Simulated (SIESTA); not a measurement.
NiMoIrPdW:

```
Ni Mo Pd Ir W
1.0
     2.76078    0.00000    0.00000
    -1.38039    2.39090    0.00000
     0.00000    0.00000   11.34051
Ni Mo Pd Ir W
1 1 1 1 1
Direct
  0.00000 0.00000 0.70917
  0.66667 0.33333 0.29425
  0.66667 0.33333 0.89901
  0.00000 0.00000 0.10604
  0.66667 0.33333 0.52921
```

The cell was built by a generator and needn't be a form met in nature.

```yaml
Program: SIESTA 5.4.2
Task: single point
Functional: PBE
Potentials_or_basis: PseudoDojo 0.4 standard (PBE files)
Basis: DZP (energy shift 0.003 Ry; two zetas on semicore shells)
Grid_cutoff: 800 Ry
Energy_shift: 0.003 Ry
k_mesh: 11 × 11 × 3
Occupations: fermi-dirac, width 0.05 eV
Spin: collinear spin, ferromagnetic start
Starting_moments: "[1.0, 1.0, 0.0, 0.6, 0.0] μB"
```

On this cell: pressure 2.2 GPa; largest force 0.642 eV/Å; net moment 0.00 μB per cell; band gap on the k mesh none (metal or under the smearing width).

The same run follows on a disturbed copy (atoms moved at random, drawn with an rms of 0.05 Å):

```
Ni Mo Pd Ir W
1.0
     2.76078    0.00000    0.00000
    -1.38039    2.39090    0.00000
     0.00000    0.00000   11.34051
Ni Mo Pd Ir W
1 1 1 1 1
Direct
  0.98851 0.99283 0.70875
  0.68579 0.33656 0.29217
  0.67179 0.33901 0.90095
  0.00651 0.01332 0.10435
  0.66463 0.32541 0.52906
```

Q: What does the disturbed cell give?

A: The energy (extrapolated to zero smearing) moves by +3.0 meV/atom; pressure 2.4 GPa; largest force 0.876 eV/Å; net moment 0.00 μB per cell; band gap on the k mesh none (metal or under the smearing width).

Forces on the atoms (eV/Å):
```
Ni   0.052  0.025  0.277
Mo  -0.052  0.206  0.850
Pd  -0.022  0.007 -0.365
Ir   0.216 -0.131 -0.427
W   -0.192 -0.107 -0.335
```

Stress tensor (GPa, compression positive):
```
 2.80 -0.71 -1.60
-0.71  2.41 -0.32
-1.60 -0.32  2.05
```

Caveats: short orbitals over semicore shells can move pressures by several GPa; the valence orbitals were made in a potential fitted to the semicore shell under them, which widens gaps by tenths of an eV or more; the basis of atomic orbitals isn't converged, which shifts pressures, moduli and gaps.
